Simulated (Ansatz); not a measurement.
# AlClFH₃O₄Si: ionisation energy by level of theory

Aim: the vertical ionisation energy of AlClFH₃O₄Si, as cation minus neutral at the neutral's geometry, on several levels, and how well −ε(HOMO) stands in for it.

The runs use Ansatz 0.2.0, Gaussian basis; unrestricted cation, the program's frozen cores in correlated methods.

Plan: UKS PBE-D4/def2-TZVPP; UKS r2SCAN-D4/def2-TZVPP; UKS PBE0-D4/def2-TZVPP; UKS B3LYP-D4/def2-TZVPP; UKS wB97X-V/def2-TZVPP; UKS wB97M-V/def2-TZVPP; UKS B2PLYP/def2-TZVPP; UHF-CCSD(T)/def2-TZVPP; UHF-MP2/def2-QZVPP; extrapolation to the limit; then −ε(HOMO) from the neutral's earlier runs with LDA (SPW92), PBE-D4, revPBE-D4, BLYP-D4, r2SCAN-D4, B97M-V, PBE0-D4, B3LYP-D4, r2SCANh-D4, r2SCAN0-D4, HSE06-D4, BHLYP-D4, CAM-B3LYP-D4, LC-ωPBE, ωB97X-V, ωB97M-V.

**1. Structure used throughout**

An earlier PBE0-D4 in a triple-zeta def2 set relaxation fixed the geometry.

11 atoms, charge 0, spin multiplicity 1.

Atoms are counted from 1 here; the program's logs count them from 0.

Bond lengths: O1–Si2 1.628 Å, O1–H9 0.958 Å, Si2–O3 1.633 Å, Si2–O4 1.630 Å, Si2–O5 1.617 Å, O3–H10 0.958 Å, O4–H11 0.958 Å, O5–Al6 1.666 Å, Al6–F7 1.636 Å, Al6–Cl8 2.068 Å. Angles: Si2–O1–H9 116.6°, O1–Si2–O3 105.8°, O1–Si2–O4 108.5°, O1–Si2–O5 114.0°, O3–Si2–O4 114.5°, O3–Si2–O5 109.7°, O4–Si2–O5 104.6°, Si2–O3–H10 117.6°, Si2–O4–H11 117.1°, Si2–O5–Al6 151.7°, O5–Al6–F7 118.6°, O5–Al6–Cl8 122.8°, F7–Al6–Cl8 118.5°.

Geometry (Å):

```xyz
11

O    -0.8067    1.3504   -1.2813
Si    0.3238    0.3686   -0.6422
O     1.7184    1.2177   -0.6712
O     0.3557   -1.0148   -1.5040
O     0.0047   -0.1018    0.8721
Al   -0.8222   -1.0384    1.9746
F    -0.0487   -1.5157    3.3344
Cl   -2.8051   -1.5725    1.7286
H    -0.6582    2.2923   -1.1883
H     2.4478    0.8908   -0.1434
H     0.3559   -0.9338   -2.4585
```

**2. Cation, UKS PBE-D4/def2-TZVPP**

in.yaml reads:

```yaml
crystal:
  periodic: [false, false, false]
  atoms:
    - {symbol: O, position_ang: [-0.806670, 1.350403, -1.281311]}
    - {symbol: Si, position_ang: [0.323752, 0.368577, -0.642195]}
    - {symbol: O, position_ang: [1.718439, 1.217741, -0.671194]}
    - {symbol: O, position_ang: [0.355653, -1.014755, -1.503997]}
    - {symbol: O, position_ang: [0.004731, -0.101791, 0.872070]}
    - {symbol: Al, position_ang: [-0.822212, -1.038355, 1.974586]}
    - {symbol: F, position_ang: [-0.048705, -1.515716, 3.334390]}
    - {symbol: Cl, position_ang: [-2.805107, -1.572483, 1.728600]}
    - {symbol: H, position_ang: [-0.658174, 2.292319, -1.188274]}
    - {symbol: H, position_ang: [2.447776, 0.890750, -0.143355]}
    - {symbol: H, position_ang: [0.355916, -0.933788, -2.458523]}
basis:
  gaussian: {orbitals: def2-TZVPP}
total_charge: 1
magnetization: {spin_polarized: true, initial_magnetization: 1}
hamiltonian: {xc: pbe, dispersion: d4}
```

Command:

```
> ansatz run in.yaml --threads 2 --pin off --events-out ev --progress --plain --max-ram 32768MiB --backend cpu
```

Further steps of the session: Cation, UKS r2SCAN-D4/def2-TZVPP; Cation, UKS PBE0-D4/def2-TZVPP; Cation, UKS B3LYP-D4/def2-TZVPP; Cation, UKS wB97X-V/def2-TZVPP; Cation, UKS wB97M-V/def2-TZVPP; Cation, UKS B2PLYP (frozen core)/def2-TZVPP; Cation, UHF-CCSD(T)/def2-TZVPP; Cation, UHF-MP2/def2-QZVPP.

Before running them: what should the planned runs give, taken together? Wanted: ionisation energy, CCSD(T)/def2-TZVPP; nearest functional by difference; nearest −ε(HOMO); −ε(HOMO) of PBE; T1 of the cation.

The runs gave:

| quantity | value |
| --- | --- |
| ionisation energy, CCSD(T)/def2-TZVPP | 12.01 eV |
| nearest functional by difference | ωB97X-V (-0.31 eV) |
| nearest −ε(HOMO) | LC-ωPBE (+0.03 eV) |
| −ε(HOMO) of PBE | 7.40 eV |
| T1 of the cation | 0.066 |

Energy differences with functionals land within 1.85 eV of the reference. The PBE orbital energy is 4.6 eV too small: a semilocal HOMO is no ionisation energy. Among orbital estimates LC-ωPBE comes nearest. Hartree-Fock falls 0.93 eV short, as the neutral has more correlation energy than the cation. The cation's T1 (from the report) is 0.066, above the customary mark of 0.045 for open shells, so the coupled-cluster value is less safe.
